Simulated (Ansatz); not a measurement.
# C2H7AlSe: small, medium and large basis sets

The task here is to estimate one member of a computed series from the others.

Program: Ansatz 0.2.0, Gaussian basis. Level of theory: one geometry, several basis sets. These are calculated values, not measurements.

Levels to be run: PBE0-D4/def2-SVP; ωB97M-V/def2-SVP; PBE0-D4/def2-QZVPP; ωB97M-V/def2-QZVPP; the functionals' def2-TZVPP values are taken from earlier runs.

## The geometry

An earlier PBE0-D4 in a triple-zeta def2 set relaxation fixed the geometry.

SMILES `[CH3][Al]([CH3])[SeH]`, 11 atoms, charge 0, spin multiplicity 1.

Atoms are counted from 1 here; the program's logs count them from 0.

Bond lengths: C1–Al2 1.950 Å, C1–H5 1.092 Å, C1–H6 1.096 Å, C1–H7 1.094 Å, Al2–C3 1.949 Å, Al2–Se4 2.330 Å, C3–H8 1.092 Å, C3–H9 1.095 Å, C3–H10 1.095 Å, Se4–H11 1.469 Å. Angles: Al2–C1–H5 113.1°, Al2–C1–H6 110.2°, Al2–C1–H7 111.0°, H5–C1–H6 107.5°, H5–C1–H7 108.1°, H6–C1–H7 106.7°, C1–Al2–C3 123.9°, C1–Al2–Se4 119.9°, C3–Al2–Se4 116.2°, Al2–C3–H8 112.8°, Al2–C3–H9 110.6°, Al2–C3–H10 110.9°, H8–C3–H9 107.7°, H8–C3–H10 107.9°, H9–C3–H10 106.6°, Al2–Se4–H11 92.9°.

The first run:

in.yaml

```yaml
crystal:
  periodic: [false, false, false]
  atoms:
    - {symbol: C, position_ang: [-0.187200, 1.358601, -0.996759]}
    - {symbol: Al, position_ang: [-0.148935, -0.331643, -0.025774]}
    - {symbol: C, position_ang: [0.941323, -0.650882, 1.557336]}
    - {symbol: Se, position_ang: [-1.471418, -2.112679, -0.739420]}
    - {symbol: H, position_ang: [-0.678401, 1.282241, -1.969099]}
    - {symbol: H, position_ang: [-0.722485, 2.117174, -0.415157]}
    - {symbol: H, position_ang: [0.825413, 1.742098, -1.156198]}
    - {symbol: H, position_ang: [0.767748, -1.634270, 1.999869]}
    - {symbol: H, position_ang: [2.006687, -0.578619, 1.313553]}
    - {symbol: H, position_ang: [0.744835, 0.103671, 2.326123]}
    - {symbol: H, position_ang: [-2.012165, -1.352794, -1.873775]}
basis:
  gaussian: {orbitals: def2-SVP}
hamiltonian: {xc: pbe0, dispersion: d4}
output: {orbitals: {seedname: orbitals}}
```

Steps of the session up to this table: PBE0-D4 in def2-SVP; ωB97M-V in def2-SVP; PBE0-D4 in def2-QZVPP; ωB97M-V in def2-QZVPP.

One table of the session follows, with a row left open; its other results are not shown here.

It belongs to the step «Functionals by basis». 

```
functional       basis  HOMO (eV)
   PBE0-D4    def2-SVP      -6.96
   PBE0-D4  def2-TZVPP      -7.08
   PBE0-D4  def2-QZVPP      -7.09
   ωB97M-V    def2-SVP      -9.08
   ωB97M-V  def2-TZVPP      -9.22
   ωB97M-V  def2-QZVPP          ?
```

**Question.** Estimate the row for ωB97M-V, def2-QZVPP.

The run gave: HOMO (eV): -9.23. In the column «HOMO (eV)» it is the lowest.
